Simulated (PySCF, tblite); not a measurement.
# C3H9Al2Cl2F: geometry, infrared bands and NMR shifts

Wanted: the infrared bands and NMR shifts of C3H9Al2Cl2F (`[CH3][Al-]1([CH3])[Cl+][Al-]([CH3])([F])[Cl+]1`), by calculation.

Computed with tblite 0.8.0 and PySCF 2.14.0, with density-fitted response routines of our own, on a single molecule in the gas phase. Atoms are numbered from 0 throughout.

## 1. The starting structure

17 atoms, charge 0, multiplicity 1; geometry from: force field or distance geometry start.

Bonds of the start (Å): C0–Al1 1.96, Al1–C2 2.00, Al1–Cl3 2.19, Cl3–Al4 2.20, Al4–C5 1.99, Al4–F6 1.78, Al4–Cl7 2.20, Cl7–Al1 2.22, C0–H8 1.11, C0–H9 1.13, C0–H10 1.11, C2–H11 1.11, C2–H12 1.11, C2–H13 1.09, C5–H14 1.11, C5–H15 1.11, C5–H16 1.10.

## 2. Optimising the geometry with GFN2-xTB

What the job is given:

```
{"job": {"kind": "relax", "xc": "GFN2-xTB", "basis": "xTB"}, "charge": 0, "multiplicity": 1}
C     -1.670900     1.805900    -1.079800
Al    -1.060700     0.326800     0.059300
C     -2.590600    -0.752400     0.753600
Cl     0.480900     0.822500     1.539300
Al     1.711300    -0.868500     0.853100
C      3.542000    -0.386700     0.228300
F      1.780700    -2.275300     1.938300
Cl     0.388200    -1.063500    -0.894500
H     -1.560400     2.804900    -0.618600
H     -2.779000     1.632800    -1.227800
H     -1.233000     1.770400    -2.101800
H     -3.517700    -0.146000     0.833300
H     -2.769700    -1.538100    -0.013600
H     -2.309300    -1.256600     1.681500
H      3.650600     0.713700     0.368800
H      4.337400    -0.921700     0.790800
H      3.593200    -0.656200    -0.833600
```

Started as:

```bash
OMP_NUM_THREADS=1 python probes_run.py task.json out
```

One launch serves the whole session: the jobs run in the order shown.

What it wrote:

```text
step      E/eV     max force
  0    -740.18338    2.262
  1    -740.38529    1.385
  2    -740.50891    1.259
  3    -740.54157    0.396
  4    -740.57050    0.335
  5    -740.60791    0.564
  6    -740.63231    0.534
  7    -740.66033    0.284
  8    -740.67598    0.257
  9    -740.68655    0.378
 10    -740.69407    0.335
 11    -740.69956    0.181
 12    -740.70301    0.154
 13    -740.70615    0.204
 14    -740.71073    0.260
 15    -740.71742    0.237
 16    -740.72429    0.172
 17    -740.72906    0.148
 18    -740.73262    0.137
 19    -740.73643    0.149
 20    -740.74053    0.150
 21    -740.74416    0.153
 22    -740.74719    0.163
 23    -740.75059    0.170
 24    -740.75566    0.179
 25    -740.76195    0.193
 26    -740.76678    0.150
 27    -740.76938    0.100
 28    -740.77134    0.105
 29    -740.77380    0.131
 30    -740.77699    0.188
 31    -740.78047    0.191
 32    -740.78360    0.137
 33    -740.78603    0.122
 34    -740.78761    0.084
 35    -740.78868    0.076
 36    -740.78959    0.063
 37    -740.79051    0.079
 38    -740.79162    0.072
 39    -740.79285    0.078
 40    -740.79413    0.082
 41    -740.79542    0.112
 42    -740.79677    0.127
 43    -740.79833    0.101
 44    -740.80018    0.085
 45    -740.80151    0.073
 46    -740.80266    0.080
 47    -740.80380    0.101
 48    -740.80476    0.099
 49    -740.80557    0.063
 50    -740.80636    0.071
 51    -740.80724    0.071
 52    -740.80809    0.104
 53    -740.80884    0.094
 54    -740.80952    0.052
 55    -740.81015    0.046
 56    -740.81065    0.055
 57    -740.81100    0.055
 58    -740.81127    0.040
 59    -740.81157    0.042
 60    -740.81203    0.055
 61    -740.81268    0.079
 62    -740.81346    0.074
 63    -740.81420    0.083
 64    -740.81488    0.079
 65    -740.81554    0.064
 66    -740.81630    0.083
 67    -740.81706    0.070
 68    -740.81747    0.034
 69    -740.81759    0.022
 70    -740.81768    0.022
 71    -740.81783    0.033
 72    -740.81807    0.041
 73    -740.81837    0.046
 74    -740.81867    0.050
 75    -740.81897    0.042
 76    -740.81939    0.065
 77    -740.82003    0.079
 78    -740.82081    0.069
 79    -740.82150    0.060
 80    -740.82211    0.056
 81    -740.82288    0.084
 82    -740.82404    0.103
 83    -740.82514    0.093
 84    -740.82563    0.098
 85    -740.82667    0.062
 86    -740.82710    0.049
 87    -740.82764    0.063
 88    -740.82846    0.074
 89    -740.82944    0.080
 90    -740.83015    0.046
 91    -740.83023    0.083
 92    -740.83066    0.052
 93    -740.83091    0.060
 94    -740.83130    0.048
 95    -740.83179    0.041
 96    -740.83193    0.044
 97    -740.83220    0.044
 98    -740.83241    0.044
 99    -740.83272    0.042
100    -740.83304    0.053
101    -740.83339    0.056
102    -740.83373    0.053
103    -740.83409    0.054
104    -740.83449    0.041
105    -740.83488    0.035
106    -740.83515    0.031
107    -740.83528    0.031
108    -740.83541    0.029
109    -740.83554    0.024
110    -740.83580    0.025
111    -740.83592    0.031
112    -740.83610    0.029
113    -740.83628    0.029
114    -740.83651    0.024
115    -740.83672    0.028
116    -740.83686    0.023
117    -740.83697    0.022
118    -740.83707    0.020
119    -740.83716    0.029
120    -740.83729    0.024
121    -740.83746    0.035
122    -740.83767    0.028
123    -740.83783    0.019
124    -740.83793    0.015
125    -740.83799    0.015
126    -740.83805    0.017
127    -740.83811    0.018
128    -740.83821    0.029
129    -740.83832    0.027
130    -740.83848    0.028
131    -740.83860    0.027
132    -740.83885    0.029
133    -740.83912    0.032
134    -740.83948    0.037
135    -740.83983    0.036
136    -740.83753    0.191
137    -740.84009    0.029
138    -740.84020    0.027
139    -740.84038    0.034
140    -740.84046    0.019
141    -740.84053    0.023
142    -740.84065    0.015
143    -740.84070    0.022
144    -740.84076    0.026
145    -740.84086    0.029
146    -740.84098    0.026
147    -740.84118    0.029
148    -740.84134    0.035
149    -740.84158    0.049
150    -740.84177    0.039
151    -740.84205    0.036
152    -740.84222    0.031
153    -740.84252    0.035
154    -740.84270    0.081
155    -740.84303    0.045
156    -740.84332    0.035
157    -740.84370    0.047
158    -740.84396    0.066
159    -740.84422    0.050
160    -740.84459    0.028
161    -740.84505    0.040
162    -740.84536    0.053
163    -740.84547    0.067
164    -740.84579    0.034
165    -740.84605    0.035
166    -740.84674    0.043
167    -740.84700    0.037
168    -740.84718    0.024
169    -740.84728    0.031
170    -740.84737    0.018
171    -740.84747    0.020
172    -740.84762    0.024
173    -740.84770    0.025
174    -740.84781    0.018
175    -740.84787    0.019
176    -740.84795    0.027
177    -740.84803    0.029
178    -740.84811    0.024
179    -740.84818    0.023
180    -740.84825    0.020
181    -740.84831    0.023
182    -740.84837    0.024
183    -740.84842    0.017
184    -740.84845    0.018
185    -740.84847    0.014
186    -740.84850    0.015
187    -740.84853    0.017
188    -740.84856    0.018
189    -740.84859    0.016
190    -740.84863    0.016
191    -740.84868    0.013
192    -740.84873    0.018
193    -740.84880    0.018
194    -740.84885    0.016
195    -740.84888    0.013
196    -740.84887    0.016
197    -740.84890    0.008
```

It took 3.5 s on 1 thread of Arm Neoverse N1, shared host; peak memory 0.18 GiB.

Relaxation path: (not every step is listed)

```
step  energy from step 0 (eV)  largest force (eV/Å)
   0                   0.0000                2.2622
   1                  -0.2019                1.3850
   2                  -0.3255                1.2588
   3                  -0.3582                0.3960
   4                  -0.3871                0.3350
   5                  -0.4245                0.5639
   6                  -0.4489                0.5341
   7                  -0.4769                0.2843
   8                  -0.4926                0.2570
  26                  -0.5834                0.1502
  44                  -0.6168                0.0849
  62                  -0.6301                0.0743
  80                  -0.6387                0.0564
  98                  -0.6490                0.0442
 116                  -0.6535                0.0228
 134                  -0.6561                0.0367
 152                  -0.6588                0.0310
 170                  -0.6640                0.0178
 188                  -0.6652                0.0184
 192                  -0.6653                0.0178
 193                  -0.6654                0.0183
 194                  -0.6655                0.0158
 195                  -0.6655                0.0135
 196                  -0.6655                0.0160
 197                  -0.6655                0.0084
```

Close pairs (by a distance rule), those that changed most:

```
   bond  before (Å)  after (Å)  change (Å)
 Al4–F6       1.778      1.656      -0.122
Al1–Cl3       2.194      2.242      +0.048
  C0–H9       1.131      1.095      -0.037
 C0–Al1       1.964      1.987      +0.023
 C5–H14       1.115      1.092      -0.022
 C5–H15       1.111      1.092      -0.020
 Al4–C5       1.993      1.975      -0.018
 C2–H12       1.113      1.095      -0.018
```

The final coordinates are the input of the step that follows.

## 3. Vibrational analysis with GFN2-xTB

What the job is given:

```
{"job": {"kind": "ir", "xc": "GFN2-xTB", "basis": "xTB"}, "charge": 0, "multiplicity": 1}
C     -1.027619     1.722387    -1.042445
Al    -1.255857     0.130470     0.124482
C     -2.770958    -0.860854     0.936599
Cl     0.249898     0.369185     1.768460
Al     1.629843    -1.012913     0.754335
C      3.150074    -0.031462    -0.037235
F      1.760731    -2.366600     1.699360
Cl     0.091309    -1.422453    -0.762407
H     -1.514421     2.609862    -0.627336
H     -1.482774     1.570726    -2.026289
H      0.016146     2.002790    -1.229154
H     -3.412636    -0.208945     1.537688
H     -3.427783    -1.308124     0.183898
H     -2.459022    -1.679915     1.596805
H      2.903276     0.977666    -0.374585
H      3.971006     0.070756     0.675179
H      3.571788    -0.550546    -0.900747
```

What it wrote:

```text
mode    cm-1     km/mol
  1      23.4      0.14
  2      32.7      0.33
  3      51.7      0.05
  4      63.8      0.13
  5      77.1      0.82
  6      96.3      0.40
  7     111.4      2.70
  8     116.5     10.62
  9     132.5     11.76
 10     136.3      0.82
 11     144.9      3.93
 12     165.4      4.19
 13     184.3     10.34
 14     239.1      4.29
 15     309.3     69.92
 16     318.7     60.54
 17     337.3     26.93
 18     516.3      0.17
 19     530.8      1.25
 20     534.3     17.81
 21     574.7      3.76
 22     590.7     12.89
 23     616.8    447.69
 24     627.4    361.83
 25     636.9      5.80
 26     711.8    124.92
 27     788.8    163.64
 28    1329.2     31.27
 29    1332.1     17.70
 30    1340.8     30.29
 31    1446.6      0.04
 32    1452.3      0.39
 33    1460.1      0.05
 34    1460.6      0.43
 35    1463.9      1.00
 36    1469.7      1.05
 37    2910.4     33.38
 38    2914.3     43.80
 39    2933.0      4.92
 40    2938.3     53.56
 41    2948.9      7.59
 42    2952.9      7.82
 43    2956.8     32.55
 44    2960.6     30.48
 45    2977.4      3.09
```

Wall time 1.6 s (1 thread of Arm Neoverse N1, shared host); peak memory 0.18 GiB.

Which atoms move in the most intense modes:

```
cm⁻¹  km/mol                                   atoms
 309    69.9            Al1 31 %, Cl7 28 %, Cl3 27 %
 319    60.5  Al4 39 %, Cl3 19 %, Cl7 17 %, Al1 15 %
 617   447.7             H15 10 %, C5 10 %, H13 10 %
 627   361.8                      H16 18 %, H15 10 %
 712   124.9              Al1 49 %, C2 19 %, C0 18 %
 789   163.6                       Al4 49 %, F6 41 %
2914    43.8                                H10 90 %
2938    53.6    H9 49 %, H8 21 %, H12 12 %, H11 10 %
```

## 4. Nuclear shieldings: PBE0/pcSseg-1

Same as in step 3 but for these lines:

```diff
@@ -1,2 +1,2 @@
-{"job": {"kind": "ir", "xc": "GFN2-xTB", "basis": "xTB"}, "charge": 0, "multiplicity": 1}
+{"job": {"kind": "nmr", "xc": "PBE0", "basis": "pcSseg-1"}, "charge": 0, "multiplicity": 1}
 C     -1.027619     1.722387    -1.042445
```

With the program's defaults for keys left out, this is: GIAO PBE0/pcSseg-1 NMR shielding, non-relativistic, gas phase.

What it wrote:

```text
coarse grid: 16424 points
cycle   1  E = -1624.0648908951  dE =  4.482e-01  |g| = 8.363e-01  |ddm| = 3.683e+00
cycle   2  E = -1623.9507878001  dE =  1.141e-01  |g| = 1.189e+00  |ddm| = 1.493e+00
cycle   3  E = -1624.2101155005  dE = -2.593e-01  |g| = 1.372e-01  |ddm| = 8.930e-01
cycle   4  E = -1624.2135362252  dE = -3.421e-03  |g| = 2.886e-02  |ddm| = 1.143e-01
cycle   5  E = -1624.2136901512  dE = -1.539e-04  |g| = 9.261e-03  |ddm| = 2.770e-02
cycle   6  E = -1624.2137097328  dE = -1.958e-05  |g| = 1.116e-03  |ddm| = 1.026e-02
cycle   7  E = -1624.2137099245  dE = -1.917e-07  |g| = 2.960e-04  |ddm| = 1.085e-03
final grid: 140848 points
cycle   8  E = -1624.2627475358  dE = -4.347e-05  |g| = 8.375e-03  |ddm| = 1.882e-02
cycle   9  E = -1624.2627413820  dE =  6.154e-06  |g| = 9.416e-03  |ddm| = 1.351e-02
cycle  10  E = -1624.2627637012  dE = -2.232e-05  |g| = 7.786e-04  |ddm| = 7.484e-03
cycle  11  E = -1624.2627637840  dE = -8.276e-08  |g| = 2.457e-04  |ddm| = 7.483e-04
cycle  12  E = -1624.2627637926  dE = -8.659e-09  |g| = 6.440e-05  |ddm| = 1.770e-04
cycle  13  E = -1624.2627637933  dE = -6.430e-10  |g| = 1.480e-05  |ddm| = 6.125e-05
converged SCF energy = -1624.2627637933

GIAO shielding tensors (ppm)
atom      isotropic    diamagn.    paramagn.     s11        s22        s33       span
  0 C      191.727     252.304     -60.576    185.618    191.744    197.820     12.202
  1 Al     394.590     798.806    -404.217    310.672    325.269    547.827    237.155
  2 C      191.647     250.554     -58.907    186.465    189.837    198.640     12.175
  3 Cl     879.663    1154.022    -274.358    814.765    887.639    936.587    121.822
  4 Al     453.916     796.687    -342.772    388.229    417.332    556.187    167.958
  5 C      195.812     251.865     -56.052    189.960    194.371    203.107     13.147
  6 F      335.117     467.458    -132.341    278.018    321.245    406.088    128.071
  7 Cl     879.435    1154.610    -275.175    812.113    888.333    937.860    125.748
  8 H       31.821      29.832       1.989     27.277     28.290     39.897     12.620
  9 H       31.807      30.282       1.525     27.291     28.480     39.650     12.358
 10 H       31.693      32.647      -0.954     26.429     31.023     37.627     11.198
 11 H       31.810      28.696       3.114     27.172     28.411     39.848     12.675
 12 H       31.799      29.049       2.749     27.131     28.527     39.738     12.608
 13 H       31.438      30.238       1.200     26.418     30.474     37.423     11.006
 14 H       31.942      32.560      -0.618     26.648     31.016     38.161     11.514
 15 H       31.933      27.949       3.984     26.981     28.272     40.545     13.564
 16 H       31.899      29.552       2.347     27.077     28.883     39.737     12.660
```

Run time: 80 s. Hardware: 1 thread of Arm Neoverse N1, shared host; peak memory 0.96 GiB.

The references, computed at this level on geometries of the same kind, shield at (ppm): 1H TMS 31.72, 13C TMS 186.9, 19F CFCl3 170.9, 27Al AlH4- 490.0, 35Cl HCl 950. Their shielding less the atom's gives the shift. The references are single molecules in the gas phase, so shifts against H2O, NH3, PH3, H3PO4 or CFCl3 are not on the usual liquid scales and can be off by tens of ppm. Shifts against hydride references such as AlH4− lie on their own scale. Atoms listed in one row are averaged.

```
        atoms                                           environment  σ (ppm)  δ (ppm)
           C2                            methyl carbon bonded to Al    191.6     -4.7
           C0                            methyl carbon bonded to Al    191.7     -4.8
           C5                            methyl carbon bonded to Al    195.8     -8.9
H11, H12, H13              hydrogen on a methyl carbon bonded to Al    31.68     0.03
  H8, H9, H10              hydrogen on a methyl carbon bonded to Al    31.77    -0.06
H14, H15, H16              hydrogen on a methyl carbon bonded to Al    31.92    -0.21
          Al1   aluminium bonded to 2 C, 2 Cl, in a 4-membered ring    394.6     95.4
          Al4  aluminium bonded to C, 2 Cl, F, in a 4-membered ring    453.9     36.1
     Cl3, Cl7         chlorine bonded to 2 Al, in a 4-membered ring      880       70
           F6                                 fluorine bonded to Al    335.1   -164.2
```

Charges from the same density, by scheme (e):

```
   atoms  Mulliken    IAO  Hirshfeld  ESP fit
      C0     -0.70  -0.79      -0.28    -0.97
     Al1      0.96   0.92       0.45     0.98
      C2     -0.70  -0.79      -0.28    -0.85
Cl3, Cl7     -0.36  -0.24      -0.04    -0.28
     Al4      1.11   1.12       0.48     1.04
      C5     -0.71  -0.81      -0.28    -0.83
      F6     -0.49  -0.57      -0.31    -0.48
```

Mayer bond orders: C0–Al1 0.92, Al1–C2 0.93, Al1–Cl3 0.50, Cl3–Al4 0.54, Al4–C5 0.90, Al4–F6 0.91, Al4–Cl7 0.53, Cl7–Al1 0.50.

The fields below are evaluated on a grid from the run's orbitals.

Frontier orbitals at PBE0/pcSseg-1, with the share of their density that lies nearest to each atom:

```
orbital  energy (eV)                                     lies on
   HOMO        -8.16            C0, C2 about 24 % each; Al1 14 %
   LUMO         0.21  Al1 14 %; 4 H atoms about 8 % each; F6 7 %
```

ELF in a plane through or near 9 of the atoms.

Ten even steps from ' ' (0.00) to '@' (1.00):
```
                                                        
                                                        
                  ......                                
                --++**++--..                            
              ..**%%**%%**::      ==@@@@++              
                ++%%**%%++        @@@@@@@@::            
                ..::......        ##@@@@##--..          
        ..::::==--::##**  ..    ..++##--==++--          
      ..++##****@@..++............%%@@::==**==          
      ..++##++--##@@--..........##..##%%==--..          
        ::++==..****==        ======--##::..            
          ::**@@@@##..      --::....::::                
          ::%%@@@@%%      --##@@@@%%==..                
            ==%%%%::  ::@@@@%%::..++::                  
                      ##@@@@@@====**--                  
                      ==@@@@**--====..                  
                        ......  ..                      
                                                        
                                                        
                                                        
```
The map spans 13.1 Å across and 11.0 Å up, centred on the molecule. Atoms in the plane (x, y in Å): C0 (1.0, -2.1), Al1 (1.3, -0.2), C2 (2.8, 1.1), Al4 (-1.6, 1.2), C5 (-3.2, 0.0), F6 (-1.7, 2.9), H10 (-0.1, -2.4), H13 (2.5, 2.1), H14 (-2.9, -1.0).

log10 of the density (e/Å³) in the same plane.

Ten even steps from '0' (-4.0) to '9' (1.8):
```
0000000000000000000000000000
0000000001110000000000000000
0000000133433100000000000000
0000001345654310012211000000
0000002357975421234433210000
0000012457875432345654321000
0001223456665433456765432000
0012344556975544456776532100
0023456666865555566776532100
0023567876555556876665432100
0023467866544557975544321000
0013356765434456655433210000
0012345654334566665422100000
0001133443245678865421000000
0000012222245677765421000000
0000000000134555554320000000
0000000000022334433210000000
0000000000001122222100000000
0000000000000000100000000000
0000000000000000000000000000
```
The map spans 13.1 Å across and 11.0 Å up, centred on the molecule. Atoms in the plane (x, y in Å): C0 (1.0, -2.1), Al1 (1.3, -0.2), C2 (2.8, 1.1), Al4 (-1.6, 1.2), C5 (-3.2, 0.0), F6 (-1.7, 2.9), H10 (-0.1, -2.4), H13 (2.5, 2.1), H14 (-2.9, -1.0).

On the surface of density 0.002 e/bohr³ the electrostatic potential runs, from the 1st to the 99th percentile, from -1.48 V near F6 to 1.94 V near Al1.

## 5. What came out

| quantity | value |
| --- | --- |
| strongest single infrared mode (GFN2-xTB) | 617 cm⁻¹, 448 km/mol |
| zero-point energy (GFN2-xTB) | 68.5 kcal/mol |
| 13C shifts against TMS (PBE0/pcSseg-1) | -4.7, -4.8, -8.9 ppm |
| 1H shifts against TMS (PBE0/pcSseg-1, means over atoms taken as alike) | 0.03, -0.06, -0.21 ppm |
| 27Al shifts against AlH4- (PBE0/pcSseg-1) | 95.4, 36.1 ppm |
| 35Cl shifts against HCl (PBE0/pcSseg-1, means over atoms taken as alike) | 70 ppm |
| 19F shifts against CFCl3 (PBE0/pcSseg-1) | -164.2 ppm |
| surface potential, 1st and 99th percentile | -1.48 V and 1.94 V |

In words: Relaxing lowered the energy by 0.666 eV in 197 steps; the close pair that moved most is Al4–F6, from 1.778 to 1.656 Å. No mode is imaginary among the 45: a minimum at this level. The strongest single mode, at 617 cm⁻¹, has its largest shares on H15, C5 and H13 (the list is cut at 3 atoms). Unscaled tight-binding wavenumbers are off by several per cent, some by more. Its intensities can rank the bands wrongly. At PBE0/pcSseg-1: Shielding is most anisotropic at Al1 (span 237 ppm, paramagnetic term -404 ppm).
